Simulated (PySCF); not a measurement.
# CuCl₃: relaxation and vibrations of the triplet

Aim: relax CuCl₃ as a triplet from a T-shaped start, check by its vibrations whether the end is a minimum, and collect its spectrum and constants.

Program: PySCF 2.14.0. Level of theory: PBE0, basis Cu def2-TZVP, Cl def2-TZVP, no relativity, density fitting. These are calculated values, not measurements.

**1. Where the work starts**

4 atoms, charge 0, spin multiplicity 3.

Bond lengths: Cu1–Cl2 2.110 Å, Cu1–Cl3 2.110 Å, Cu1–Cl4 2.110 Å. Angles: Cl2–Cu1–Cl3 88.0°, Cl2–Cu1–Cl4 88.0°, Cl3–Cu1–Cl4 176.0°.

Coordinates in bohr (charge 0 multiplicity 3):
```
Cu    0.0000    0.0000    0.0000
Cl    0.0000    0.0000    3.9873
Cl    3.9849    0.0000    0.1391
Cl   -3.9849    0.0000    0.1391
```

**2. First SCF at the start**

The steps below are one call of a driver around PySCF. For each, scf.py gives the equivalent set-up of the SCF; relaxations use the driver's own optimiser. After this first run the driver tries any further starts and a stability analysis.

Input file scf.py:

```python
from pyscf import gto, scf, dft
mol = gto.M(atom='''
Cu     0.000000     0.000000     0.000000
Cl     0.000000     0.000000     2.110000
Cl     2.108700     0.000000     0.073600
Cl    -2.108700     0.000000     0.073600''',
    basis={'Cu': 'def2-TZVP', 'Cl': 'def2-TZVP'},
    charge=0, spin=2)
mf = dft.UKS(mol, xc='PBE0')
mf.grids.atom_grid = (50, 194)
aux = {'Cu': 'def2-universal-JKFIT', 'Cl': 'def2-universal-JKFIT'}
mf = mf.density_fit(auxbasis=aux)
mf.conv_tol = 1e-08
mf.diis_space = 10
mf.max_cycle = 60
mf.init_guess = 'minao'
mf.verbose = 4
mf.kernel()
```

Launch:

```sh
$ OMP_NUM_THREADS=4 python axn.py task.json out
```

After this run come: Relaxation: T-shaped start, triplet; Vibrations and properties at this point; Following the imaginary mode; Frequencies.

**Question.** What will these runs give? Wanted: minimum; geometry; wavenumbers; dipole moment; highest occupied, lowest empty level; polar-tensor charge of Cu1; zero-point energy; atomisation energy; ⟨S²⟩.

The runs gave:

| quantity | value |
| --- | --- |
| minimum | triplet, Cs |
| geometry | Cu–Cl 2.077 Å, Cu–Cl 2.225 Å, Cu–Cl 2.230 Å; Cl–Cu–Cl 71.9°, Cl–Cu–Cl 133.8°, Cl–Cu–Cl 154.3° |
| wavenumbers (cm⁻¹) | 32 (a'), 104 (a''), 193 (a'), 240 (a'), 321 (a'), 447 (a') |
| dipole moment | 0.83 D |
| highest occupied, lowest empty level (either spin) | -8.99, -6.21 eV |
| polar-tensor charge of Cu1 | +0.74 e |
| zero-point energy | 8.0 kJ/mol |
| entropy at 298.15 K | 363.9 J/(mol K) |
| atomisation energy (no zero-point energy) | 690 kJ/mol |
| ⟨S²⟩ | 2.009 |

In words: From C2v at the start the molecule goes to a Cs minimum, after a stop at a saddle point 18.9 kJ/mol higher, from which it was pushed off along an imaginary mode. The strongest infrared band lies at 447 cm⁻¹ (a', stretch). Only this shape and spin were tried, so other structures or states may lie lower. One determinant may miss the lowest occupation of an open d or f shell.
